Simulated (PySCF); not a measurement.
# WF₃: quartet, from a trigonal pyramidal start

Aim: relax WF₃ as a quartet from a hand-made trigonal pyramidal geometry, check by its vibrations whether the end is a minimum, and collect its spectrum and constants.

The runs use PySCF 2.14.0; PBE, basis W def2-SVP with ECP60, F def2-SVP, scalar-relativistic core potentials, no spin–orbit coupling, density fitting.

### 1 The system as given

4 atoms, charge 0, spin multiplicity 4.

Bond lengths: W1–F2 2.010 Å, W1–F3 2.010 Å, W1–F4 2.010 Å. Angles: F2–W1–F3 99.8°, F2–W1–F4 99.8°, F3–W1–F4 99.8°.

Z-matrix (Å, degrees; charge 0 multiplicity 4):
```
W
F  1 2.0100
F  1 2.0100 2 99.75
F  1 2.0100 2 99.75 3 -101.77
```

### 2 Trigonal pyramidal start, quartet: relaxation

The steps below are one call of a driver around PySCF. For each, scf.py gives the equivalent set-up of the SCF; relaxations use the driver's own optimiser. Before each start the driver seeks the lowest SCF state from one or more starting densities and follows internal instabilities, so scf.py alone need not reach the same state.

The program finds C3v symmetry in the start, which this walk keeps. The walk stops when the largest gradient is under 0.0003 Eh/bohr and the energy has settled too.

The input, scf.py:

```python
from pyscf import gto, scf, dft
mol = gto.M(atom='''
W     -0.000000    -0.000000    -0.223206
F      1.774754    -0.000018     0.720393
F     -0.887361     1.536991     0.720394
F     -0.887392    -1.536973     0.720395''',
    basis={'W': 'def2-SVP', 'F': 'def2-SVP'},
    ecp={'W': 'def2-SVP'},
    charge=0, spin=3)
mf = dft.UKS(mol, xc='PBE')
mf.grids.atom_grid = (50, 194)
aux = {'W': 'def2-universal-JKFIT', 'F': 'def2-universal-JKFIT'}
mf = mf.density_fit(auxbasis=aux)
mf.kernel()
```

The runs that follow: Vibrations and properties at this point.

**Question.** What will these runs give? Wanted: minimum; geometry; wavenumbers; dipole moment; highest occupied, lowest empty level; polar-tensor charge of W1; zero-point energy; atomisation energy; ⟨S²⟩.

**Answer**, as computed:

```
                                          quantity                                      value
                                           minimum                               quartet, D3h
                                          geometry        W–F 1.883 Å (×3); F–W–F 120.0° (×3)
                                wavenumbers (cm⁻¹)  152 (a2''), 158 (e'), 683 (a1'), 687 (e')
                                     dipole moment                                     0.00 D
highest occupied, lowest empty level (either spin)                            -4.87, -3.77 eV
                         polar-tensor charge of W1                                    +1.53 e
                                 zero-point energy                                15.1 kJ/mol
                               entropy at 298.15 K                            319.5 J/(mol K)
         atomisation energy (no zero-point energy)                                1789 kJ/mol
                                              ⟨S²⟩                                      3.756
```

From C3v at the start the molecule goes to a D3h minimum. In the infrared the band at 687 cm⁻¹ (e', stretch) leads. W1 has a polar-tensor charge of +1.5 e (a dipole derivative, not a static charge), yet symmetry cancels the bond dipoles. Most of the spin sits on W1 (Mulliken spin 2.90, against 3 for the whole molecule). Other starts or spin states, not run here, may lie lower. Open d and f shells are described by one determinant, and the ground state may have another occupation or spin. Spin–orbit coupling, left out here, can matter for elements this heavy.
